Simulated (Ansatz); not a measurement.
# Al2O3: a trial structure relaxed

Aim: relax Al2O3 from this start, structure listed in a database for this formula (R-3c, No. 167), and see where it ends.

Program: Ansatz 0.2.0. Level of theory: DFT r2SCAN, scalar-relativistic, plane waves, PAW. These are calculated values, not measurements.

## (1) The starting structure

The structure is trigonal, space group R-3c (No. 167). The conventional cell has a = 4.805 Å, b = 4.805 Å, c = 13.116 Å, α = 90.00°, β = 90.00°, γ = 120.00°. Al (site symmetry 3) has 6 O at 1.87 to 1.99 Å as nearest neighbours. O (site symmetry 2) is surrounded by 4 Al at 1.87 to 1.99 Å.

Coordinates:

```
Al O
1.0
     2.40251    1.38709    4.37208
    -2.40251    1.38709    4.37208
     0.00000   -2.77418    4.37208
Al O
4 6
Direct
  0.14790 0.14790 0.14790
  0.35210 0.35210 0.35210
  0.64790 0.64790 0.64790
  0.85210 0.85210 0.85210
  0.94385 0.55615 0.25000
  0.44385 0.75000 0.05615
  0.55615 0.25000 0.94385
  0.25000 0.94385 0.55615
  0.75000 0.05615 0.44385
  0.05615 0.44385 0.75000
```

(A quick probe on a coarse mesh, which set the mesh and smearing, is not shown.)

## (3) Rough relaxation on the coarse mesh

input.yaml reads:

```yaml
crystal:
  lattice:
    - [2.4025136104, 1.3870918797, 4.3720844159]
    - [-2.4025136104, 1.3870918797, 4.3720844159]
    - [0.0, -2.7741837594, 4.3720844159]
  atoms:
    - { symbol: Al, position: [0.147904, 0.147904, 0.147904] }
    - { symbol: Al, position: [0.352096, 0.352096, 0.352096] }
    - { symbol: Al, position: [0.647904, 0.647904, 0.647904] }
    - { symbol: Al, position: [0.852096, 0.852096, 0.852096] }
    - { symbol: O, position: [0.9438545, 0.5561455, 0.25] }
    - { symbol: O, position: [0.4438545, 0.75, 0.0561455] }
    - { symbol: O, position: [0.5561455, 0.25, 0.9438545] }
    - { symbol: O, position: [0.25, 0.9438545, 0.5561455] }
    - { symbol: O, position: [0.75, 0.0561455, 0.4438545] }
    - { symbol: O, position: [0.0561455, 0.4438545, 0.75] }
basis:
  ecutwfc: 500
kpoints:
  mp_grid: { grid: [6, 6, 6] }
hamiltonian:
  xc: r2scan
scf:
  occupations: { method: gaussian, width: 0.1 }
  lower_state_search: "off"
output:
  forces: true
  stress: true
  eigenvalues: true
relax:
  adjacent_minimum: "off"
  f_tol: 0.04
  max_steps: 70
  cell: { stress_tol: 0.4 }
```

The run is started by

```console
$ ansatz run input.yaml --threads 1 --pin off --max-ram 2560MiB --backend cpu --events-out ev --progress --plain --runs-dir out
```

Further runs follow: full relaxation.

What does the calculation give?

**Answer**, as computed:

Formation energies count from the elements, computed with the same settings in runs not shown here.

| quantity | value |
| --- | --- |
| cell (conventional) | a = 4.759 Å, b = 4.759 Å, c = 12.995 Å, α = 90.00°, β = 90.00°, γ = 120.00° |
| space group | R-3c (No. 167) |
| volume | 8.50 Å³/atom |
| gap on the mesh | 7.14 eV |
| formation energy from the elements | -3.308 eV/atom |

The space group stayed R-3c, and from the first guess the volume went from 8.74 to 8.50 Å³/atom. With -3.31 eV/atom it lies under the elements, which doesn't yet make it stable against other compounds of them.

These are semilocal Kohn-Sham gaps, which aren't the measured quantity. Such gaps usually fall short of the measured ones.
